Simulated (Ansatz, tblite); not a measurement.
# The cluster Mg2F4: removing and adding an electron

One table from this session's results is given with a row withheld; the runs are named, their logs left out.

Program: Ansatz 0.2.0, Gaussian basis. Level of theory: as each input shows. These are calculated values, not measurements.

Plan: charge +1 doublet, at the geometry of the singlet (PBE0-D4/def2-TZVP, PBE-D4/def2-TZVP, r2SCAN-D4/def2-TZVP, CCSD(T)/def2-SVP); charge -1 doublet, at the geometry of the singlet (PBE0-D4/def2-TZVPD, PBE-D4/def2-TZVPD, r2SCAN-D4/def2-TZVPD); the starting singlet's energies come from earlier runs.

**The geometry**

The geometry is that of the singlet, from an earlier relaxation (PBE0-D4/def2-SVP). At that level it is the lowest of the isomers that a small search found.

6 atoms, charge 0, spin multiplicity 1.

Atoms are counted from 1 here; the program's logs count them from 0.

Bond lengths: Mg1–F4 1.759 Å, Mg1–F5 1.904 Å, Mg1–F6 1.905 Å, Mg2–F3 1.758 Å, Mg2–F5 1.904 Å, Mg2–F6 1.905 Å. Angles: F4–Mg1–F5 139.6°, F4–Mg1–F6 139.5°, F5–Mg1–F6 80.9°, F3–Mg2–F5 139.4°, F3–Mg2–F6 139.7°, F5–Mg2–F6 80.9°, Mg1–F5–Mg2 99.2°, Mg1–F6–Mg2 99.1°.

Set-up of the first run:

The input, in.yaml:

```yaml
crystal:
  periodic: [false, false, false]
  atoms:
    - {symbol: Mg, position_ang: [0.336391, 1.152122, -0.812595]}
    - {symbol: Mg, position_ang: [-0.328940, -1.153681, 0.813889]}
    - {symbol: F, position_ang: [-0.747878, -2.547669, 1.800515]}
    - {symbol: F, position_ang: [0.726492, 2.551891, -1.803527]}
    - {symbol: F, position_ang: [-0.132305, 0.732712, 0.984274]}
    - {symbol: F, position_ang: [0.146239, -0.735365, -0.982556]}
basis:
  gaussian: {orbitals: def2-SVP}
total_charge: 1
magnetization: {spin_polarized: true, initial_magnetization: 1}
hamiltonian: {xc: pbe0, dispersion: d4}
output: {orbitals: {seedname: orbitals}}
```

On the command line:

```
> ansatz run in.yaml --threads 4 --pin off --events-out ev --progress --plain --max-ram 3916MiB
```

Among the steps run: Charge +1 doublet at the fixed geometry, first pass, PBE0-D4/def2-SVP; Charge +1 doublet at the fixed geometry, PBE0-D4/def2-TZVP; Charge +1 doublet at the fixed geometry, PBE-D4/def2-TZVP; Charge +1 doublet at the fixed geometry, r2SCAN-D4/def2-TZVP; Charge +1 doublet at the fixed geometry, CCSD(T)/def2-SVP.

One of the session's tables, all rows but one given; the rest of the session is left out.

It belongs to the step «Vertical ionisation energy». 

| method | vertical ionisation energy (eV) |
| --- | --- |
| HF/def2-SVP | ? |
| PBE-D4/def2-TZVP | 11.43 |
| r2SCAN-D4/def2-TZVP | 11.63 |
| PBE0-D4/def2-TZVP | 12.19 |
| MP2/def2-SVP | 13.49 |
| CCSD/def2-SVP | 13.20 |
| CCSD(T)/def2-SVP | 13.23 |

Estimate the missing values for HF/def2-SVP.

As computed: vertical ionisation energy (eV): 11.77. In the column «vertical ionisation energy (eV)» it lies between r2SCAN-D4/def2-TZVP (11.63) and PBE0-D4/def2-TZVP (12.19).

To keep in mind: The anion's highest level is positive in at least one run, so there the basis alone may hold the extra electron.
